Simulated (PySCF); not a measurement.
**CdF2: changing the method**

What do other methods print for CdF2?

Method: method and basis as typed in the scripts; program: PySCF 2.14.0.

2 further runs of the same task are left out: 1 for a known fault of the program, 1 that didn't finish.

**1. The starting structure**

CdF2: 3 atoms, charge 0, spin multiplicity 1.

Bond lengths: Cd1–F2 1.935 Å, Cd1–F3 1.935 Å. Angles: F2–Cd1–F3 180.0°.

Coordinates:

```xyz
3
charge 0, multiplicity 1
Cd    0.00000    0.00000    0.00000
F     0.00000    0.00000    1.93480
F     0.00000    0.00000   -1.93480
```

**2. Base script**

File input.py:

```python
from pyscf import gto, scf, mp

mol = gto.M(
    atom='Cd 0 0 0; F 0 0 1.9348; F 0 0 -1.9348',
    basis='crenbl',
    ecp={'Cd': 'crenbl', 'F': 'crenbl'},
    charge=0,
    spin=0,
    verbose=4,
)
mf = scf.RHF(mol)
mf.kernel()
mp.MP2(mf).kernel()
mf.dip_moment()
print('orbital energies (hartree):', mf.mo_energy[..., max(0, mol.nelec[1]-3):mol.nelec[0]+3].round(4))
```

Launch:

```bash
$ OMP_NUM_THREADS=1 python input.py
```

**3. Frequency run**

Run 1 changes step after the SCF: mp2 → frequency.

Changes to input.py since step 2:

```diff
@@ -1,2 +1,3 @@
-from pyscf import gto, scf, mp
+from pyscf import gto, scf
+from pyscf.hessian import thermo
 
@@ -12,3 +13,4 @@
 mf.kernel()
-mp.MP2(mf).kernel()
+hess = mf.Hessian().kernel()
+print('wavenumber (cm^-1) =', thermo.harmonic_analysis(mol, hess)['freq_wavenumber'].round(1))
 mf.dip_moment()
```

**4. ROHF**

Run 2 changes SCF type: RHF → ROHF.

Changes to input.py since step 2:

```diff
@@ -10,3 +10,3 @@
 )
-mf = scf.RHF(mol)
+mf = scf.ROHF(mol)
 mf.kernel()
```

What does the calculation give? Wanted: for each run, E(SCF); from base; gap; SCF dipole; after the SCF.

The runs gave:

```
          run  E(SCF) (hartree)  from base (eV)  cycles  gap (eV)  SCF dipole (D)               after the SCF
         base       -213.750374               0      10     15.33            0.00  MP2 correlation -14.438 eV
frequency run       -213.750374          0.0000      10     15.33            0.00       highest mode 689 cm⁻¹
         ROHF       -213.750374          0.0000      10       n/a            0.00  MP2 correlation -14.438 eV
```

**Reading.** With ROHF the SCF ends at the base energy. The dearest run is “frequency run”, at 14 s against 2 s.
